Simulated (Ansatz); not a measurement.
# LaSiO: the cost of one run

Computed with Ansatz 0.2.0 (DFT PBE, scalar-relativistic, plane waves, PAW, unless a step's input says otherwise).

## 1. The system as given

It takes space group P4/nmm (No. 129, tetragonal). Conventional cell: a = 3.811 Å, b = 3.811 Å, c = 6.391 Å, α = 90.00°, β = 90.00°, γ = 90.00°. La (site symmetry 4mm) has 4 O at 2.21 Å and 5 Si at 2.90 to 2.98 Å in its first shell of neighbours. Si (site symmetry 4mm) is surrounded by 5 La at 2.90 to 2.98 Å. O (site symmetry -4m2) has 4 La at 2.21 Å in its first shell of neighbours.

Coordinates:

```xyz
6
Lattice="3.8113 0.0000 0.0000 0.0000 3.8113 0.0000 0.0000 0.0000 6.3906" Properties=species:S:1:pos:R:3 pbc="T T T"
La    0.0000    1.9057    5.2782
La    1.9057    0.0000    1.1124
Si    1.9057    0.0000    4.0125
Si    0.0000    1.9057    2.3781
O     0.0000    0.0000    0.0000
O     1.9057    1.9057    0.0000
```

The cell is invented: species swapped into a database cell of NdClO (P4/nmm, No. 129), with La on the Nd sites and Si on the Cl sites. The dimensions are guesses.

## 2. The guess as it stands, on a coarse mesh

input.yaml reads:

```yaml
crystal:
  lattice:
    - [3.81134208, 0.0, 0.0]
    - [0.0, 3.81134208, 0.0]
    - [0.0, 0.0, 6.39057443]
  atoms:
    - { symbol: La, position: [0.0, 0.5, 0.82593215] }
    - { symbol: La, position: [0.5, 0.0, 0.17406785] }
    - { symbol: Si, position: [0.5, 0.0, 0.62787735] }
    - { symbol: Si, position: [0.0, 0.5, 0.37212265] }
    - { symbol: O, position: [0.0, 0.0, 0.0] }
    - { symbol: O, position: [0.5, 0.5, 0.0] }
basis:
  ecutwfc: 420
kpoints:
  mp_grid: { grid: [4, 4, 4] }
hamiltonian:
  xc: pbe
scf:
  occupations: { method: gaussian, width: 0.1 }
  lower_state_search: "off"
output:
  forces: true
  stress: true
  eigenvalues: true
```

Command:

```bash
> ansatz run input.yaml --threads 1 --pin off --max-ram 2560MiB --backend cpu --events-out ev --progress --plain --runs-dir out
```

What time and memory should one allow on 1 thread of Intel Xeon at 2.50GHz (Skylake/Cascade Lake), shared host?

About 7.1 s, with a peak of 0.39 GiB.
